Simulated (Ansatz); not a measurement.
# Nb3Tl (database structure): how the settings move a single-point run

Question: which choices in the input matter for Nb3Tl (database structure)?

Method: reference: DFT r2SCAN, plane waves, PAW, scalar-relativistic, no spin polarisation, in Ansatz 0.2.0.

### Step 1. The structure to begin with

It takes space group Pm-3n (No. 223, cubic). Conventional cell: a = 5.278 Å, b = 5.278 Å, c = 5.278 Å, α = 90.00°, β = 90.00°, γ = 90.00°. Nb (site symmetry -4m2) is surrounded by 2 Nb at 2.64 Å and 4 Tl at 2.95 Å. Tl (site symmetry m-3) is surrounded by 12 Nb at 2.95 Å.

As a file:

```
CELL_PARAMETERS angstrom
5.27799 0.00000 0.00000
0.00000 5.27799 0.00000
0.00000 0.00000 5.27799
ATOMIC_POSITIONS crystal
Nb 0.25000 0.00000 0.50000
Nb 0.50000 0.75000 0.00000
Nb 0.75000 0.00000 0.50000
Nb 0.50000 0.25000 0.00000
Nb 0.00000 0.50000 0.75000
Nb 0.00000 0.50000 0.25000
Tl 0.00000 0.00000 0.00000
Tl 0.50000 0.50000 0.50000
```

### Step 2. The reference run

Contents of input.yaml:

```yaml
crystal:
  lattice:
    - [5.27798927, 0.0, 0.0]
    - [0.0, 5.27798927, 0.0]
    - [0.0, 0.0, 5.27798927]
  atoms:
    - { symbol: Nb, position: [0.25, 0.0, 0.5] }
    - { symbol: Nb, position: [0.5, 0.75, 0.0] }
    - { symbol: Nb, position: [0.75, 0.0, 0.5] }
    - { symbol: Nb, position: [0.5, 0.25, 0.0] }
    - { symbol: Nb, position: [0.0, 0.5, 0.75] }
    - { symbol: Nb, position: [0.0, 0.5, 0.25] }
    - { symbol: Tl, position: [0.0, 0.0, 0.0] }
    - { symbol: Tl, position: [0.5, 0.5, 0.5] }
  symmetry: { tolerance: 0.0003 }
kpoints:
  mp_grid: { grid: [4, 4, 4], shift: [0, 0, 0] }
magnetization:
  spin_polarized: false
scf:
  occupations: { method: fermi_dirac }
hamiltonian:
  pseudopotentials: { kind: paw }
  xc: r2scan
basis:
  ecutwfc: 500
output:
  forces: true
  stress: true
  eigenvalues: true
```

Launch:

```
$ ansatz run input.yaml --threads 1 --pin off --max-ram 2560MiB --backend cpu --events-out ev --progress --plain --runs-dir out
```

### Step 3. Variant: mp_grid.grid [6, 6, 6], preconditioner local_kerker

Changes to input.yaml since step 2:

```diff
@@ -16,3 +16,3 @@
 kpoints:
-  mp_grid: { grid: [4, 4, 4], shift: [0, 0, 0] }
+  mp_grid: { grid: [6, 6, 6], shift: [0, 0, 0] }
 magnetization:
@@ -21,2 +21,3 @@
   occupations: { method: fermi_dirac }
+  mixing: { preconditioner: local_kerker }
 hamiltonian:
```

### Step 4. Variant: mp_grid.grid [2, 2, 2], mixing.algorithm broyden, mixing.beta 0.7, accuracy medium

Changes to input.yaml since step 2:

```diff
@@ -16,3 +16,3 @@
 kpoints:
-  mp_grid: { grid: [4, 4, 4], shift: [0, 0, 0] }
+  mp_grid: { grid: [2, 2, 2], shift: [0, 0, 0] }
 magnetization:
@@ -21,2 +21,3 @@
   occupations: { method: fermi_dirac }
+  mixing: { algorithm: broyden, beta: 0.7 }
 hamiltonian:
@@ -30 +31,6 @@
   eigenvalues: true
+  write_density: true
+  write_potential: true
+  elf: true
+  volumetric_format: npy
+accuracy: medium
```

### Step 5. Variant: xc pbe

Changes to input.yaml since step 2:

```diff
@@ -23,3 +23,3 @@
   pseudopotentials: { kind: paw }
-  xc: r2scan
+  xc: pbe
 basis:
```

### Step 6. Changing settings: chi_scale 0.1, xc_grid 4

Changes to input.yaml since step 2:

```diff
@@ -21,2 +21,3 @@
   occupations: { method: fermi_dirac }
+  initial_density: { chi_scale: 0.1 }
 hamiltonian:
@@ -26,2 +27,3 @@
   ecutwfc: 500
+  xc_grid: 4
 output:
```

Before running it: what results should come out? Wanted: for each run, ending; energy change; pressure; gap; force.

As calculated:

```tsv
run	ending	energy change	pressure (GPa)	gap (eV)	force (eV/Å)	cycles	time
reference	converged	0	4.6	0.00	0.00	7	7 s
1: mp_grid.grid [6, 6, 6], preconditioner local_kerker	converged	-2.3 meV/atom	4.7	0.00	0.00	6	11 s
2: mp_grid.grid [2, 2, 2], mixing.algorithm broyden, mixing.beta 0.7, accuracy medium	converged	+104.4 meV/atom	5.4	0.00	0.00	8	4.8 s
3: xc pbe	converged	not comparable	6.4	0.00	0.00	6	5.3 s
4: chi_scale 0.1, xc_grid 4	converged	0.0 meV/atom	4.6	0.00	0.00	8	8 s
```

Times don't compare one to one where runs were asked for different outputs or read a saved state (see the inputs); cycles may leave out searches for a lower state.

Residual by cycle in the longest SCF loop of each run; runs are numbered as in the table. The quantity is the density residual dr2, in eV.

```tsv
cycle	reference	run 1	run 2	run 3	run 4
1	0.264	0.191	0.43	0.0723	8.16
2	0.0692	0.0411	0.0575	0.0236	2.59
3	0.00192	6.0e-4	0.00666	1.8e-4	0.0549
4	1.2e-4	4.3e-5	6.0e-4	4.6e-6	0.00187
5	5.0e-6	1.9e-6	1.0e-5	2.7e-7	1.3e-4
6	1.4e-7	4.3e-8	1.8e-6	1.3e-8	6.2e-6
7	8.8e-9	-	1.0e-7	-	5.4e-7
8	-	-	7.6e-9	-	1.6e-8
```

Of the converged runs whose energies compare with the reference's, «mp_grid.grid [2, 2, 2], mixing.algorithm broyden, mixing.beta 0.7, accuracy medium» moves the energy most (+104.4 meV/atom) and «chi_scale 0.1, xc_grid 4» least (0.0 meV/atom).

The reference is no final answer either: it is run without spin, though an odd electron count or open d shells could carry moments.
